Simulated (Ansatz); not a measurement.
Write a Python script for Ansatz's Python interface that makes a relaxed scan of one distance of AsFH4Si, SMILES F[SiH2][AsH2]. Level of theory (for the species named): PBE, def2-SVP basis, multiplicity 1.

`asfh4si.xyz`
```text
7

F    -2.14310   -0.11320    0.26230
Si   -0.68090   -0.19610   -0.48140
As    0.92260   -0.40570    1.14090
H    -0.57650   -1.36320   -1.36030
H    -0.41350    1.00790   -1.29430
H     0.82750    1.11450    1.55460
H     2.12520   -0.11220    0.13260
```

Script `run_relaxed_scan.py`:
```python
'''One bond of AsFH4Si held at set lengths while the rest relaxes.'''

from dataclasses import dataclass

import ansatz as az
import numpy as np


@dataclass(frozen=True)
class Settings:
    basis: str = 'def2-SVP'
    xc: str = 'PBE'


cfg = Settings()

mol = az.Crystal.molecule_from_extxyz('asfh4si.xyz')

job = mol.calculation().basis(gaussian=cfg.basis).functional(cfg.xc).accuracy('medium')
symbols = [site.symbol for site in mol.cartesian_sites]
pairs = [(0, 1), (1, 2), (1, 3), (1, 4), (2, 5), (2, 6)]
print('held (A)   E (eV)        ', '  '.join(f'{symbols[i]}{i}-{symbols[j]}{j}' for i, j in pairs))
for length in [2.11, 2.29, 2.47, 2.75, 3.09]:
    r = job.relax(constraints=[az.DistanceConstraint((1, 2), at=length)], force_tolerance=0.02, max_steps=60).run().report
    xyz = np.array(r['positions_ang'])
    print(f'{length:6.2f} {r["free_energy_ev"]:14.5f}  ', '  '.join(f'{np.linalg.norm(xyz[i] - xyz[j]):.3f}' for i, j in pairs))
```

`python run_relaxed_scan.py` gives:
```text
held (A)   E (eV)         F0-Si1  Si1-As2  Si1-H3  Si1-H4  As2-H5  As2-H6
DeckWarning: relax.constraints: the input's atoms, or those drawn, lie off the distances that are held; a relaxation that starts there is brought onto them ahead of its first SCF, by positions alone, [...]
  2.11   -71473.66767   1.649  2.110  1.508  1.506  1.537  1.541
  2.29   -71474.13958   1.645  2.290  1.505  1.504  1.540  1.543
  2.47   -71474.15221   1.642  2.470  1.503  1.503  1.542  1.545
  2.75   -71473.76078   1.639  2.750  1.502  1.502  1.544  1.546
  3.09   -71473.08589   1.638  3.090  1.502  1.502  1.545  1.546
```
(Warnings from the package without file and line, shortened, repeats left out.)

Reading the output:
- These settings explore the input space; basis and method may be short of convergence.
- The energies are electronic: no zero-point or thermal terms, and the basis set is short of its limit.
- Timing: 83 s on 1 thread of Arm Neoverse V1 (shared host), peak memory 0.2 GiB.

(Lines on the test bed's own set-up are left out of the output.)
